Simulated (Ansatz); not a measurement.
Geometry optimisation, DFT PBE, scalar-relativistic, plane waves, PAW (Ansatz).

The input (input.yaml):

```yaml
crystal:
  lattice:
    - [0.0, 5.43, 5.43]
    - [5.43, 0.0, 5.43]
    - [5.43, 5.43, 0.0]
  atoms:
    - { symbol: Si, position: [0.0, 0.0, 0.0] }
    - { symbol: Si, position: [0.125, 0.125, 0.125] }
    - { symbol: Si, position: [0.0, 0.0, 0.5] }
    - { symbol: Si, position: [0.125, 0.125, 0.625] }
    - { symbol: Si, position: [0.0, 0.5, 0.0] }
    - { symbol: Si, position: [0.125, 0.625, 0.125] }
    - { symbol: Si, position: [0.0, 0.5, 0.5] }
    - { symbol: Si, position: [0.125, 0.625, 0.625] }
    - { symbol: Si, position: [0.5, 0.0, 0.0] }
    - { symbol: Si, position: [0.625, 0.125, 0.125] }
    - { symbol: Si, position: [0.5, 0.0, 0.5] }
    - { symbol: Si, position: [0.625, 0.125, 0.625] }
    - { symbol: Si, position: [0.5, 0.5, 0.0] }
    - { symbol: Si, position: [0.625, 0.625, 0.125] }
    - { symbol: Si, position: [0.5, 0.5, 0.5] }
    - { symbol: Si, position: [0.625, 0.625, 0.625] }
    - { symbol: Cu, position: [0.0609086, 0.8130226, 0.3160919] }
total_charge: 1
basis:
  ecutwfc: 420.0
kpoints:
  mp_grid: { grid: [2, 2, 2] }
hamiltonian:
  xc: pbe
  pseudopotentials: { kind: paw, azcp: { folder: soft_1 } }
scf:
  occupations: { method: fermi_dirac, width: 0.02 }
  lower_state_search: "off"
relax:
  f_tol: 0.03
  max_steps: 60
  adjacent_minimum: "off"
```

Command:

```bash
$ ansatz run input.yaml --threads 1 --pin off --max-ram 3072MiB --backend cpu --events-out ev --progress --plain --runs-dir out
```

**Question.** Where does it end, and by what steps?

**Answer.** It converged. The force dipped under the threshold on the way, but the program's further checks kept it going. Limits of this set-up: coarse k mesh, a small cell, in which the defect meets its images, a typed lattice constant that wasn't relaxed here, charged cell in a uniform background, uncorrected. After 18 steps the energy has fallen by 0.658 eV; Cu17 moved furthest, 0.60 Å. Joined: Si11–Cu17 (3.52 → 2.67 Å).

```tsv
step	energy less start (eV)	largest force component (eV/Å)	accepted
0	0.0000	1.853	yes
1	-0.4743	0.766	yes
2	-0.6013	0.066	yes
3	-0.6052	0.022	yes
4	-0.6053	0.005	yes
5	-0.6054	0.005	yes
6	-0.6059	0.050	yes
7	-0.6093	0.198	yes
8	-0.6142	0.219	yes
9	-0.5172	0.416	no
10	-0.6404	0.114	yes
11	-0.6498	0.091	yes
12	-0.6548	0.058	yes
13	-0.6557	0.094	yes
14	-0.5034	0.534	no
15	-0.6562	0.046	yes
16	-0.6561	0.084	no
17	-0.6579	0.008	yes
18	-0.6580	0.006	yes
```

```xyz
17
Lattice="0.0000 5.4300 5.4300 5.4300 0.0000 5.4300 5.4300 5.4300 0.0000" Properties=species:S:1:pos:R:3
Si -0.052 -0.053 0.079
Si 1.393 1.324 1.415
Si 2.770 2.769 0.079
Si 3.895 4.252 1.467
Si 2.796 -0.080 2.669
Si 4.026 1.354 4.037
Si 5.326 2.821 2.635
Si 6.793 4.121 4.038
Si 0.025 2.692 2.725
Si 1.306 4.046 4.136
Si 2.578 5.569 2.871
Si 4.100 6.841 4.136
Si 2.717 2.691 5.432
Si 4.132 4.015 6.740
Si 5.456 5.430 5.432
Si 6.719 6.857 6.786
Cu 6.449 1.699 4.368
```

Whether the end is a true minimum wasn't checked by a vibrational analysis.

Run time: 3.9 min on 1 thread of Intel(R) Xeon(R) Processor @ 2.50GHz (Skylake/Cascade Lake) (shared host), peak memory 0.6 GiB.
